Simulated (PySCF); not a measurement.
# C9H7F+ (doublet): open-shell or spin-flip excitations

What do calculations give for the open-shell or spin-flip excitations of C9H7F+ (doublet) (`F[C@@H]1C=Cc2ccccc21`)?

Programs: PySCF 2.14.0, with routines of our own; each step states its level. All values are computed. Atoms count from 0.

## 1. The starting structure

17 atoms, charge 1, multiplicity 2; geometry from: GFN2-xTB.

## 2. Open-shell or spin-flip excitations: unrestricted TDA M06-2X/def2-SVP

Job settings and geometry (Å):

```
{"job": {"kind": "uabs", "xc": "M06-2X", "basis": "def2-SVP", "nstates": 10, "tda": true}, "charge": 1, "multiplicity": 2}
F     -1.945751    -2.178172    -0.246694
C     -1.590684    -1.052041     0.422178
C     -2.364738     0.162554     0.012663
C     -1.525119     1.228078    -0.179201
C     -0.174372     0.793297    -0.085757
C      1.034745     1.486866    -0.296478
C      2.205686     0.762496    -0.284317
C      2.198189    -0.620145    -0.044407
C      1.002127    -1.330318     0.167133
C     -0.160837    -0.614092     0.177187
H     -1.751039    -1.258181     1.496382
H     -3.432571     0.140953    -0.131260
H     -1.831494     2.235813    -0.404012
H      1.027576     2.547198    -0.497039
H      3.147738     1.256008    -0.471961
H      3.136852    -1.153479     0.009844
H      1.016693    -2.394805     0.345828
```

With the program's defaults for keys left out, this is: unrestricted TDA M06-2X/def2-SVP, vertical, gas phase, core orbitals frozen in the response.

Run with:

```console
> OMP_NUM_THREADS=1 python excited_run.py task.json out
```

The driver reads the jobs from task.json and runs them one after another.

Output:

```text
coarse grid: 69224 points
cycle   1  E = -446.0788369911  dE =  2.638e+00  |g| = 4.046e-01  |ddm| = 3.625e+00
cycle   2  E = -446.0759890497  dE =  2.848e-03  |g| = 4.765e-01  |ddm| = 1.102e+00
cycle   3  E = -446.1613684753  dE = -8.538e-02  |g| = 5.544e-02  |ddm| = 6.013e-01
cycle   4  E = -446.1626181259  dE = -1.250e-03  |g| = 3.829e-02  |ddm| = 1.078e-01
cycle   5  E = -446.1635091997  dE = -8.911e-04  |g| = 9.812e-03  |ddm| = 5.078e-02
cycle   6  E = -446.1636309368  dE = -1.217e-04  |g| = 4.618e-03  |ddm| = 1.713e-02
cycle   7  E = -446.1636886372  dE = -5.770e-05  |g| = 3.011e-03  |ddm| = 1.375e-02
cycle   8  E = -446.1637097578  dE = -2.112e-05  |g| = 1.217e-03  |ddm| = 1.011e-02
cycle   9  E = -446.1637131151  dE = -3.357e-06  |g| = 5.240e-04  |ddm| = 3.830e-03
final grid: 150080 points
cycle  10  E = -446.1636554764  dE = -3.874e-06  |g| = 7.333e-04  |ddm| = 8.050e-03
cycle  11  E = -446.1636557481  dE = -2.717e-07  |g| = 8.186e-04  |ddm| = 2.102e-03
cycle  12  E = -446.1636561497  dE = -4.016e-07  |g| = 1.724e-04  |ddm| = 1.042e-03
cycle  13  E = -446.1636562970  dE = -1.473e-07  |g| = 1.476e-04  |ddm| = 6.965e-04
cycle  14  E = -446.1636563652  dE = -6.820e-08  |g| = 7.546e-05  |ddm| = 4.589e-04
cycle  15  E = -446.1636564200  dE = -5.479e-08  |g| = 4.551e-05  |ddm| = 6.532e-04
cycle  16  E = -446.1636564286  dE = -8.657e-09  |g| = 2.194e-05  |ddm| = 2.597e-04
cycle  17  E = -446.1636564301  dE = -1.427e-09  |g| = 9.761e-06  |ddm| = 9.418e-05
cycle  18  E = -446.1636564305  dE = -3.909e-10  |g| = 5.456e-06  |ddm| = 4.705e-05
converged SCF energy = -446.1636564305

Static polarisability (au): isotropic 95.567, principal 41.734 92.769 152.199

<S^2> of the reference = 0.7803 (exact 0.7500)

Excitations
state   eV       nm        f      <S^2>   main configurations
  1   1.5382    806.0   0.00107   0.851   Hb->Lb 0.97
  2   2.6806    462.5   0.09522   0.792   H-1b->Lb 0.85, Ha->La 0.10
  3   3.2910    376.7   0.00419   0.809   H-2b->Lb 0.89
  4   3.8050    325.8   0.00361   0.837   H-3b->Lb 0.78, H-4b->Lb 0.08
  5   3.9940    310.4   0.00588   0.843   H-4b->Lb 0.82
  6   4.2592    291.1   0.15880   1.058   Ha->La 0.56
  7   4.4884    276.2   0.02601   1.539   H-5b->Lb 0.40, H-1a->La 0.16, H-6b->Lb 0.11
  8   4.6261    268.0   0.03845   1.998   H-1a->La 0.47, H-5b->Lb 0.20, Hb->L+1b 0.13
  9   4.8783    254.2   0.04208   1.144   H-6b->Lb 0.39, H-5b->Lb 0.15
 10   5.1279    241.8   0.00275   2.300   H-1a->L+1a 0.23, Hb->L+2b 0.18, H-1b->L+1b 0.16, H-2a->La 0.10
```

It took 5.3 min on 1 thread of Intel Xeon at 2.50GHz, shared host; peak memory 0.88 GiB.

In short:

```
quantity  value
    ⟨S²⟩  0.780
```

Löwdin spin populations:

F0 0.01; C1 -0.01; C2 0.40; C3 0.01; C4 0.16; C5 0.07; C6 0.00; C7 0.28; C8 -0.05; C9 0.14; H10 0.00; H11 0.00; H12 0.00; H13 0.00; H14 0.00; H15 0.00; H16 0.00

The fields below are evaluated on a grid from the run's orbitals.

ELF in a plane through or near 15 of the atoms.

Ten even steps from ' ' (0.00) to '@' (1.00):
```
                                                        
                                                        
                                                        
                  ++@@@@##    ..##@@%%--                
                  @@@@@@@@::  ++@@@@@@%%                
                  %%@@@@@@::  **@@@@@@##                
        ++@@%%--  --%%##**--::++##%%%%::                
      ::@@@@@@@@**##==++**%%**@@--==##++==##%%**        
      ::@@@@@@@@::--@@++%%==::%%++##%%==%%@@@@@@--      
        ::####**----==..::**##==  ++::++%%@@@@@@==      
              ==%%##++..::++--++++##@@%%++####++        
        ..**@@@@::**####**%%--%%%%--::==                
        ++@@@@@@@@==@@--==##++##**::==--..              
        ++@@@@@@##::==####**..  ..==**++--..            
          ++%%**    **@@@@@@..  ..==****==..            
                    ##@@@@@@::    ::==--..              
                    --@@@@%%..                          
                                                        
                                                        
                                                        
```
The map spans 12.0 Å across and 10.2 Å up, centred on the molecule. Atoms in the plane (x, y in Å): C1 (1.7, -1.0), C2 (2.3, 0.4), C3 (1.4, 1.4), C4 (0.1, 0.8), C5 (-1.2, 1.4), C6 (-2.3, 0.6), C7 (-2.1, -0.8), C8 (-0.9, -1.4), C9 (0.2, -0.6), H11 (3.4, 0.5), H12 (1.6, 2.4), H13 (-1.3, 2.5), H14 (-3.3, 1.0), H15 (-3.0, -1.4), H16 (-0.8, -2.5).

log10 of the density (e/Å³) in the same plane.

Ten even steps from '0' (-4.0) to '9' (1.8):
```
0000000000000000000000000000
0000000000000000000000000000
0000000001121101111100000000
0000000123343223333210000000
0000001234565434555421000000
0000122345676545676432100000
0001344456676656776543220000
0012456666797777887655432000
0012457777777797777766542100
0002346677656676667877543100
0001235677656676677665432000
0001345679777787787654321000
0001356777779766677653210000
0001345665677655567654200000
0000233444567643456543100000
0000012223456533344432000000
0000000012344321122210000000
0000000000122110000000000000
0000000000000000000000000000
0000000000000000000000000000
```
The map spans 12.0 Å across and 10.2 Å up, centred on the molecule. Atoms in the plane (x, y in Å): C1 (1.7, -1.0), C2 (2.3, 0.4), C3 (1.4, 1.4), C4 (0.1, 0.8), C5 (-1.2, 1.4), C6 (-2.3, 0.6), C7 (-2.1, -0.8), C8 (-0.9, -1.4), C9 (0.2, -0.6), H11 (3.4, 0.5), H12 (1.6, 2.4), H13 (-1.3, 2.5), H14 (-3.3, 1.0), H15 (-3.0, -1.4), H16 (-0.8, -2.5).

On the surface of density 0.002 e/bohr³ the electrostatic potential runs, from the 1st to the 99th percentile, from 2.39 V near F0 to 5.32 V near H10.

The spin density lies nearest to C2 28 %; C7 19 %; C4, C9 about 12 % each.

## 3. Open-shell or spin-flip excitations: unrestricted TDA wB97X/def2-SVP

Settings changed since step 2:

```diff
@@ -1,2 +1,2 @@
-{"job": {"kind": "uabs", "xc": "M06-2X", "basis": "def2-SVP", "nstates": 10, "tda": true}, "charge": 1, "multiplicity": 2}
+{"job": {"kind": "uabs", "xc": "wB97X", "basis": "def2-SVP", "nstates": 4, "tda": true, "scf": {"guess": "huckel", "aux": "def2-universal-jkfit", "fallback": true}}, "charge": 1, "multiplicity": 2}
 F     -1.945751    -2.178172    -0.246694
```

With the program's defaults for keys left out, this is: unrestricted TDA wB97X/def2-SVP, vertical, gas phase, core orbitals frozen in the response.

Output:

```text
final grid: 150080 points
cycle   1  E = -443.4628289201  dE = -1.566e+00  |g| = 2.519e+00  |ddm| = 4.807e+00
cycle   2  E = -443.2706547047  dE =  1.922e-01  |g| = 2.650e+00  |ddm| = 4.758e+00
cycle   3  E = -446.1821286266  dE = -2.911e+00  |g| = 3.465e-01  |ddm| = 3.357e+00
cycle   4  E = -446.2155561133  dE = -3.343e-02  |g| = 2.171e-01  |ddm| = 7.121e-01
cycle   5  E = -446.2408345973  dE = -2.528e-02  |g| = 3.763e-02  |ddm| = 2.523e-01
cycle   6  E = -446.2423213805  dE = -1.487e-03  |g| = 1.703e-02  |ddm| = 7.880e-02
cycle   7  E = -446.2428055630  dE = -4.842e-04  |g| = 9.316e-03  |ddm| = 2.869e-02
cycle   8  E = -446.2431807432  dE = -3.752e-04  |g| = 6.829e-03  |ddm| = 2.966e-02
cycle   9  E = -446.2434221091  dE = -2.414e-04  |g| = 3.860e-03  |ddm| = 2.912e-02
cycle  10  E = -446.2435209857  dE = -9.888e-05  |g| = 2.869e-03  |ddm| = 1.844e-02
cycle  11  E = -446.2435755474  dE = -5.456e-05  |g| = 1.764e-03  |ddm| = 1.574e-02
cycle  12  E = -446.2436007043  dE = -2.516e-05  |g| = 1.087e-03  |ddm| = 1.128e-02
cycle  13  E = -446.2436116876  dE = -1.098e-05  |g| = 5.889e-04  |ddm| = 8.617e-03
cycle  14  E = -446.2436145583  dE = -2.871e-06  |g| = 3.146e-04  |ddm| = 4.748e-03
cycle  15  E = -446.2436150593  dE = -5.010e-07  |g| = 1.910e-04  |ddm| = 1.532e-03
cycle  16  E = -446.2436152685  dE = -2.092e-07  |g| = 8.203e-05  |ddm| = 1.396e-03
cycle  17  E = -446.2436152923  dE = -2.382e-08  |g| = 4.369e-05  |ddm| = 4.050e-04
cycle  18  E = -446.2436152985  dE = -6.142e-09  |g| = 2.209e-05  |ddm| = 1.885e-04
cycle  19  E = -446.2436153002  dE = -1.758e-09  |g| = 1.415e-05  |ddm| = 8.639e-05
cycle  20  E = -446.2436153010  dE = -7.491e-10  |g| = 8.168e-06  |ddm| = 5.059e-05
converged SCF energy = -446.2436153010

Static polarisability (au): isotropic 95.585, principal 41.886 92.717 152.153

<S^2> of the reference = 0.8004 (exact 0.7500)

Excitations
state   eV       nm        f      <S^2>   main configurations
  1   1.6615    746.2   0.00145   0.904   Hb->Lb 0.96
  2   2.8309    438.0   0.10126   0.812   H-1b->Lb 0.86, Ha->La 0.09
  3   3.4966    354.6   0.00343   0.834   H-2b->Lb 0.75, H-3b->Lb 0.10
  4   3.9295    315.5   0.01603   0.879   H-3b->Lb 0.71, Ha->La 0.12
```

Run time: 3.5 min. Hardware: 1 thread of Intel Xeon at 2.50GHz, shared host; peak memory 0.88 GiB.

From this job:

```
quantity  value
    ⟨S²⟩  0.800
```

## 4. What came out

| quantity | value |
| --- | --- |
| lowest and brightest state of nearly pure spin, of 10 (step 2, unrestricted TDA M06-2X/def2-SVP) | 1.54 eV; 2.68 eV, f = 0.095 |
| lowest and brightest state of nearly pure spin, of 4 (step 3, unrestricted TDA wB97X/def2-SVP) | 1.66 eV; 2.83 eV, f = 0.101 |

**Reading.** States whose ⟨S²⟩ lies well above the reference's are mixtures of spin states, an artefact of the unrestricted response, and are left out of the summary. The lowest state of nearly pure spin runs from 1.54 to 1.66 eV over the runs.
